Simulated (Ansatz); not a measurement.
# C2H8B2O: the cost of one run

All numbers below are computed with Ansatz 0.2.0 (UKS LDA/STO-3G).

### 1 The starting structure

Bond lengths: B1–C2 1.531 Å, C2–B3 1.594 Å, C2–C4 1.559 Å, C2–O5 1.402 Å, B1–H6 1.222 Å, B1–H7 1.201 Å, B3–H8 1.126 Å, B3–H9 1.249 Å, C4–H10 1.082 Å, C4–H11 1.170 Å, C4–H12 1.067 Å, O5–H13 0.934 Å. Angles (14 of 19 angles, heavy atoms first): B1–C2–B3 106.2°, B1–C2–C4 112.5°, B1–C2–O5 108.6°, B3–C2–C4 111.0°, B3–C2–O5 111.6°, C4–C2–O5 107.1°, C2–B1–H6 123.0°, C2–B1–H7 122.5°, C2–B3–H8 122.1°, C2–B3–H9 119.0°, C2–C4–H10 109.0°, C2–C4–H11 105.3°, C2–C4–H12 111.7°, C2–O5–H13 109.1°.

As a file:

```xyz
13

B    -1.3016    0.8896    0.0202
C     0.0690    0.2186    0.1446
B    -0.0963   -0.9295    1.2377
C     0.5698   -0.3689   -1.2099
O     1.0047    1.1827    0.5458
H    -1.8294    1.5003    0.9375
H    -1.8966    0.9555   -1.0215
H    -0.7618   -1.8224    1.0725
H     0.5773   -0.8671    2.2881
H     0.6093    0.4245   -1.9438
H    -0.2663   -1.1130   -1.5516
H     1.4928   -0.8924   -1.0965
H     1.8494    0.7873    0.5920
```

### 2 Preparing the start

The input, input.yaml:

```yaml
crystal:
  periodic: [false, false, false]
  atoms:
    - { symbol: B, position_ang: [-1.3016, 0.8896, 0.0202] }
    - { symbol: C, position_ang: [0.069, 0.2186, 0.1446] }
    - { symbol: B, position_ang: [-0.0963, -0.9295, 1.2377] }
    - { symbol: C, position_ang: [0.5698, -0.3689, -1.2099] }
    - { symbol: O, position_ang: [1.0047, 1.1827, 0.5458] }
    - { symbol: H, position_ang: [-1.8294, 1.5003, 0.9375] }
    - { symbol: H, position_ang: [-1.8966, 0.9555, -1.0215] }
    - { symbol: H, position_ang: [-0.7618, -1.8224, 1.0725] }
    - { symbol: H, position_ang: [0.5773, -0.8671, 2.2881] }
    - { symbol: H, position_ang: [0.6093, 0.4245, -1.9438] }
    - { symbol: H, position_ang: [-0.2663, -1.113, -1.5516] }
    - { symbol: H, position_ang: [1.4928, -0.8924, -1.0965] }
    - { symbol: H, position_ang: [1.8494, 0.7873, 0.592] }
magnetization:
  spin_polarized: true
basis:
  gaussian: { orbitals: STO-3G }
hamiltonian:
  xc: lda
relax:
  f_tol: 0.02
  max_steps: 40
```

Launch:

```bash
ansatz run input.yaml --threads 1 --pin off --max-ram 2048MiB --backend cpu --events-out ev --progress --plain --runs-dir out
```

What time and memory should one allow on 1 thread of Arm Neoverse V1, shared host?

About 44 s, with a peak of 0.13 GiB.
